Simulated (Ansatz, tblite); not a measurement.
# The cluster Sn₂₁AsH₃₂−: one state, many levels

An exercise on one series of results from a longer session: the logs are not shown, and one member is left open.

The runs use Ansatz 0.2.0, Gaussian basis; as each input shows.

The runs, in order: GFN1-xTB, GFN2-xTB, PBE-D4/def2-TZVP, r2SCAN-D4/def2-TZVP, BLYP-D4/def2-TZVP, PBE-D4/def2-SVP, PBE0-D4/def2-SVP, MP2/def2-SVP, RPA/def2-SVP.

3 further runs of the same task are left out: 2 for a known fault of the program, 1 set aside as unsound or not needed. Runs told in other sessions of the task aren't counted.

### The structure

The geometry is that of the singlet, from an earlier relaxation (r2SCAN-D4/def2-SVP).

54 atoms, charge -1, spin multiplicity 1.

Bond lengths: Sn1–Sn13 2.806 Å, Sn1–Sn14 2.801 Å, Sn1–H23 1.729 Å, Sn1–H24 1.722 Å, Sn2–Sn12 2.810 Å, Sn2–Sn16 2.819 Å, Sn2–H25 1.734 Å, Sn2–H26 1.726 Å, Sn3–Sn15 2.815 Å, Sn3–Sn17 2.822 Å, Sn3–H27 1.733 Å, Sn3–H28 1.726 Å, Sn4–Sn13 2.820 Å, Sn4–Sn18 2.795 Å, Sn4–Sn19 2.820 Å, Sn4–H29 1.734 Å, Sn5–Sn15 2.801 Å, Sn5–Sn18 2.797 Å and more. Angles: Sn13–Sn1–Sn14 106.6°, Sn13–Sn1–H23 108.3°, Sn13–Sn1–H24 113.7°, Sn14–Sn1–H23 111.1°, Sn14–Sn1–H24 111.2°, H23–Sn1–H24 105.9°, Sn12–Sn2–Sn16 114.1°, Sn12–Sn2–H25 103.5°, Sn12–Sn2–H26 105.1°, Sn16–Sn2–H25 115.3°, Sn16–Sn2–H26 113.3°, H25–Sn2–H26 104.4°, Sn15–Sn3–Sn17 110.5°, Sn15–Sn3–H27 105.3°, Sn15–Sn3–H28 108.6°, Sn17–Sn3–H27 113.3°, Sn17–Sn3–H28 113.7°, H27–Sn3–H28 104.9° and more.

Sn takes a core potential in the def2 sets. No spin-orbit coupling is included. The ion is computed in the gas phase, without counter-ions or solvent.

PBE0-D4/def2-TZVP was run before; its log isn't repeated, and its numbers join the tables.

The first run:

Tight binding, by tblite at 300 K electronic temperature and without a spin-polarisation term:

```python
tblite.interface.Calculator('GFN1-xTB', numbers, positions, charge=-1, uhf=0).singlepoint()
```

Tight binding, by tblite at 300 K electronic temperature and without a spin-polarisation term:

```python
tblite.interface.Calculator('GFN2-xTB', numbers, positions, charge=-1, uhf=0).singlepoint()
```

start.molden holds the orbitals of an earlier run on this state, given as this run's starting guess.

Input file in.yaml:

```yaml
crystal:
  periodic: [false, false, false]
  atoms:
    - {symbol: Sn, position_ang: [-5.120451, 1.686277, -0.713648]}
    - {symbol: Sn, position_ang: [-2.145853, -3.934049, 2.790388]}
    - {symbol: Sn, position_ang: [1.140502, -4.423649, -0.707061]}
    - {symbol: Sn, position_ang: [-1.985361, 2.009703, -3.862596]}
    - {symbol: Sn, position_ang: [1.109507, -1.078488, -3.751138]}
    - {symbol: As, position_ang: [-1.591632, -0.971191, -0.613463]}
    - {symbol: Sn, position_ang: [-1.209907, 2.032619, 1.642407]}
    - {symbol: Sn, position_ang: [1.132662, -0.769452, 2.375780]}
    - {symbol: Sn, position_ang: [0.866692, 2.249016, -0.257377]}
    - {symbol: Sn, position_ang: [4.210109, -1.337913, -0.517657]}
    - {symbol: Sn, position_ang: [4.469530, 2.306934, 2.871332]}
    - {symbol: Sn, position_ang: [-3.309326, -2.503004, 0.670749]}
    - {symbol: Sn, position_ang: [-3.343824, 0.144020, -2.242657]}
    - {symbol: Sn, position_ang: [-3.552458, 3.399484, 0.852701]}
    - {symbol: Sn, position_ang: [-0.539649, -2.760466, -2.235449]}
    - {symbol: Sn, position_ang: [-0.197603, -2.488182, 4.225689]}
    - {symbol: Sn, position_ang: [2.601565, -2.900348, 1.165904]}
    - {symbol: Sn, position_ang: [-0.339975, 0.502804, -5.545759]}
    - {symbol: Sn, position_ang: [-0.291699, 3.714269, -2.385931]}
    - {symbol: Sn, position_ang: [2.432022, 0.444257, -1.782389]}
    - {symbol: Sn, position_ang: [3.321076, 0.013954, 4.058024]}
    - {symbol: Sn, position_ang: [2.791033, 3.771922, 1.144350]}
    - {symbol: H, position_ang: [-6.132489, 2.580182, -1.794044]}
    - {symbol: H, position_ang: [-6.185680, 0.748718, 0.262087]}
    - {symbol: H, position_ang: [-3.511683, -4.459048, 3.720418]}
    - {symbol: H, position_ang: [-1.533638, -5.380927, 2.074712]}
    - {symbol: H, position_ang: [2.145058, -5.239185, -1.859309]}
    - {symbol: H, position_ang: [0.181359, -5.668863, 0.006955]}
    - {symbol: H, position_ang: [-3.160537, 2.898608, -4.777317]}
    - {symbol: H, position_ang: [2.325181, -1.994069, -4.580885]}
    - {symbol: H, position_ang: [-1.834259, 0.515228, 2.150376]}
    - {symbol: H, position_ang: [-0.599324, 2.813456, 3.063182]}
    - {symbol: H, position_ang: [5.079053, -2.078945, -1.818741]}
    - {symbol: H, position_ang: [5.373588, -0.395753, 0.343257]}
    - {symbol: H, position_ang: [5.856702, 1.944678, 1.906081]}
    - {symbol: H, position_ang: [5.040578, 3.485402, 4.009052]}
    - {symbol: H, position_ang: [-4.154421, -3.505908, -0.460130]}
    - {symbol: H, position_ang: [-4.487034, -1.390946, 1.275728]}
    - {symbol: H, position_ang: [-4.165635, -1.015341, -3.235608]}
    - {symbol: H, position_ang: [-4.475066, 3.897035, 2.227802]}
    - {symbol: H, position_ang: [-3.269819, 4.836660, -0.055889]}
    - {symbol: H, position_ang: [-1.747544, -3.589131, -3.160202]}
    - {symbol: H, position_ang: [0.619051, -3.730173, 5.124849]}
    - {symbol: H, position_ang: [-1.152721, -1.675932, 5.426880]}
    - {symbol: H, position_ang: [3.639687, -4.051771, 1.954536]}
    - {symbol: H, position_ang: [-1.250737, -0.471174, -6.644984]}
    - {symbol: H, position_ang: [0.696324, 1.480996, -6.522017]}
    - {symbol: H, position_ang: [0.903721, 4.250904, -3.515376]}
    - {symbol: H, position_ang: [-1.171691, 5.131620, -1.939349]}
    - {symbol: H, position_ang: [3.337946, 1.649678, -2.653725]}
    - {symbol: H, position_ang: [2.848461, 0.621655, 5.615867]}
    - {symbol: H, position_ang: [4.697636, -0.987047, 4.409688]}
    - {symbol: H, position_ang: [1.942371, 4.991937, 2.030090]}
    - {symbol: H, position_ang: [3.745801, 4.644438, -0.005980]}
basis:
  gaussian: {orbitals: def2-TZVP, fitting: {mean_field: def2-universal-jkfit}, initial_orbitals: start.molden}
total_charge: -1
hamiltonian: {xc: pbe, dispersion: d4}
scf: {omitted_lower_state_checks: [starts]}
output: {forces: true, orbitals: {seedname: orbitals}}
```

On the command line:

```sh
ansatz run in.yaml --threads 11 --pin off --events-out ev --progress --plain --max-ram 174080MiB --backend cuda --devices 0, --max-vram 75GiB
```

Steps of the session up to this table: PBE-D4/def2-TZVP; r2SCAN-D4/def2-TZVP; BLYP-D4/def2-TZVP; PBE-D4/def2-SVP; PBE0-D4/def2-SVP; MP2/def2-SVP; RPA/def2-SVP.

One table of the session follows, with a row left open; its other results are not shown here.

It belongs to the step «Levels side by side». 

```
              level  HOMO (eV)  LUMO (eV)  gap (eV)
    PBE-D4/def2-SVP      -2.61      -0.60      2.01
   PBE-D4/def2-TZVP      -2.77      -0.75      2.01
  BLYP-D4/def2-TZVP          ?          ?         ?
r2SCAN-D4/def2-TZVP      -2.89      -0.61      2.29
   PBE0-D4/def2-SVP      -3.30       0.06      3.37
  PBE0-D4/def2-TZVP      -3.42      -0.05      3.37
```

Estimate the missing values for BLYP-D4/def2-TZVP.

The run gave: HOMO (eV): -2.68; LUMO (eV): -0.73; gap (eV): 1.96. In the column «HOMO (eV)» it lies between PBE-D4/def2-TZVP (-2.77) and PBE-D4/def2-SVP (-2.61).
